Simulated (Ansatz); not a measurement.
# LuPO4: a single-point run

Wanted: field gradients for LuPO4.

The COD cell was measured well above room temperature, so it is larger than a cold one.

Method: DFT, PBE, plane-wave PAW, default files, scalar-relativistic, frozen cores, in Ansatz 0.2.0.

## 1. The system as given

The structure is tetragonal, space group I4_1/amd (No. 141). Conventional cell: a = 6.795 Å, b = 6.795 Å, c = 5.962 Å, α = 90.00°, β = 90.00°, γ = 90.00°. Lu (site symmetry -4m2) has 8 O at 2.26 to 2.36 Å as nearest neighbours. P (site symmetry -4m2) is surrounded by 4 O at 1.53 Å. O (site symmetry m) is surrounded by 1 P at 1.53 Å.

Structure file:

```cif
data_structure
_symmetry_space_group_name_H-M 'I4_1/amd:1'
_symmetry_Int_Tables_number 141
_cell_length_a 6.7951
_cell_length_b 6.7951
_cell_length_c 5.9618
_cell_angle_alpha 90.000
_cell_angle_beta 90.000
_cell_angle_gamma 90.000
_cell_volume 275.28
loop_
_atom_site_label
_atom_site_type_symbol
_atom_site_symmetry_multiplicity
_atom_site_Wyckoff_symbol
_atom_site_fract_x
_atom_site_fract_y
_atom_site_fract_z
_atom_site_occupancy
Lu1 Lu 4 a 0.00000 0.50000 0.25000 1
P1 P 4 b 0.00000 0.00000 0.50000 1
O1 O 16 h 0.00000 0.17680 0.34070 1
```

## 2. The calculation

input.yaml reads:

```yaml
crystal:
  lattice:
    - [-3.39755, 3.39755, 2.9809]
    - [3.39755, -3.39755, 2.9809]
    - [3.39755, 3.39755, -2.9809]
  atoms:
    - { symbol: Lu, position: [0.75, 0.25, 0.5] }
    - { symbol: Lu, position: [0.0, 0.0, 0.0] }
    - { symbol: P, position: [0.5, 0.5, 0.0] }
    - { symbol: P, position: [0.25, 0.75, 0.5] }
    - { symbol: O, position: [0.5175, 0.3407, 0.1768] }
    - { symbol: O, position: [0.0907, 0.4139, 0.3232] }
    - { symbol: O, position: [0.1639, 0.3407, 0.8232] }
    - { symbol: O, position: [0.0907, 0.7675, 0.6768] }
    - { symbol: O, position: [0.2325, 0.9093, 0.3232] }
    - { symbol: O, position: [0.6593, 0.4825, 0.8232] }
    - { symbol: O, position: [0.5861, 0.9093, 0.6768] }
    - { symbol: O, position: [0.6593, 0.8361, 0.1768] }
kpoints:
  mp_grid: { grid: [5, 5, 5] }
scf:
  occupations: { method: fermi_dirac, width: 0.02 }
  max_iter: 100
hamiltonian:
  xc: pbe
  pseudopotentials: { kind: paw, frozen_core: stored }
output:
  forces: true
  stress: true
  populations: true
  efg: { quadrupole_moments_barn: { Lu: 3.49, O: -0.02558 } }
basis:
  ecutrho_ratio: 2
```

Command:

```
> ansatz run input.yaml --threads 1 --pin off --max-ram 3072MiB --backend cpu --events-out ev --progress --plain --runs-dir out
```

**Question.** How will this run end, and is anything wrong with its input?

The program finished normally, with warnings (cutoff below recommended, gradients without spin orbit). Its log warns: «basis.ecutrho_ratio = 2 (ecutrho = 840 eV) is below the records' recommended 1680 eV»

Look at the input: basis.ecutrho_ratio is 2. The density cutoff must be at least four times the energy cutoff of the waves.

Run again and compare: delete basis.ecutrho_ratio (the default then holds).
